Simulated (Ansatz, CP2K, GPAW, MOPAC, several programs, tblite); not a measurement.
Many methods on one cell: Mg2SO (ordering on zincblende)

Mg2SO, ordered on the zincblende lattice (P-4m2) with 4 atoms a cell, relaxed with r2SCAN in Ansatz, was computed with several methods. Space group P-4m2 (No. 115), tetragonal; a = 3.675 Å, c = 4.884 Å in the conventional setting, 16.49 Å³ an atom. O has 4 Mg at 2.06 Å; Mg has 2 O at 2.06 Å and 2 S at 2.38 Å; S has 4 Mg at 2.38 Å. Spin-unpolarised throughout. Whether this structure exists isn't addressed.

```cif
data_structure
_symmetry_space_group_name_H-M 'P 1'
_symmetry_Int_Tables_number 1
_cell_length_a 3.6749
_cell_length_b 3.6749
_cell_length_c 4.8840
_cell_angle_alpha 90.000
_cell_angle_beta 90.000
_cell_angle_gamma 90.000
_cell_volume 65.96
loop_
_atom_site_label
_atom_site_type_symbol
_atom_site_fract_x
_atom_site_fract_y
_atom_site_fract_z
_atom_site_occupancy
O1 O 0.00000 0.00000 0.00000 1
Mg1 Mg 0.00000 0.50000 0.81132 1
S1 S 0.50000 0.50000 0.50000 1
Mg2 Mg 0.50000 0.00000 0.18868 1
```

Gaps and times are for a single point on this cell; volume and bulk modulus come from each method's own relaxation or energy curve at fixed shape, which is too stiff where a cell has free coordinates or axes. Times are rough, from shared hosts (Arm Neoverse V2), and each method has its own mesh and cell size. A dagger marks a closed or tiny gap in a crystal that DFT finds insulating: a failure of the method or a wrong SCF state. A double dagger marks a value from a curve with shape and coordinates held. PM6 (MOPAC), PM7 (MOPAC), GFN1-xTB (tblite), GFN2-xTB (tblite) treat a cluster of cells at its zone centre, which samples few k points: where these miss a band edge, the gap comes out too large for that reason alone. Gaps from k meshes are read at a limited set of points (mesh, symmetry points, PBE's band edges), so each method's own least gap may be somewhat smaller. xTB and the PM methods were fitted mostly to molecules, and can miss a solid's gap by electronvolts. Minimal bases can be far off for gaps. GLLB-SC's gap includes the derivative discontinuity. d marks a direct gap, i an indirect one (no mark: not told apart), a dash a value that wasn't computed or didn't pass its checks.

```tsv
method	kind	gap (eV)	own volume (Å³/atom)	bulk modulus (GPa)	atoms computed	processor time
light PBE (260 eV and a coarse mesh)	light plane-wave	1.58 i	–	–	4	1.1 s
GFN1-xTB (tblite)	tight binding	0.02†	16.73‡	61‡	72	3.1 s
PBE	semilocal	1.64 i	16.93	78‡	4	7.7 s
PBE/SZV (CP2K)	small basis	0.09 i	–	–	4	9.2 s
PM7 (MOPAC)	semi-empirical	2.57	–	–	72	9.5 s
PBE/DZVP (CP2K)	small basis	1.59 i	–	–	4	9.6 s
GFN2-xTB (tblite)	tight binding	0.00†	–	–	72	9.9 s
PM6 (MOPAC)	semi-empirical	2.40	–	–	72	11 s
GLLB-SC (GPAW)	model potential	4.01	–	–	4	17 s
r2SCAN	semilocal	2.19 i	16.49	86‡	4	18 s
PBE/single zeta (GPAW)	small basis	1.87 i	–	–	4	28 s
```

Against r2SCAN (2.19 eV) and with closed or daggered gaps left aside, the nearest gap at the points sampled is that of PM6 (MOPAC) (+0.21 eV) and the farthest that of PBE/SZV (CP2K) (-2.10 eV). r2SCAN is only a yardstick of convenience: semilocal gaps usually lie below measured ones, which GLLB-SC and hybrids aim to mend.

Volumes against r2SCAN's: PBE +2.7 %.
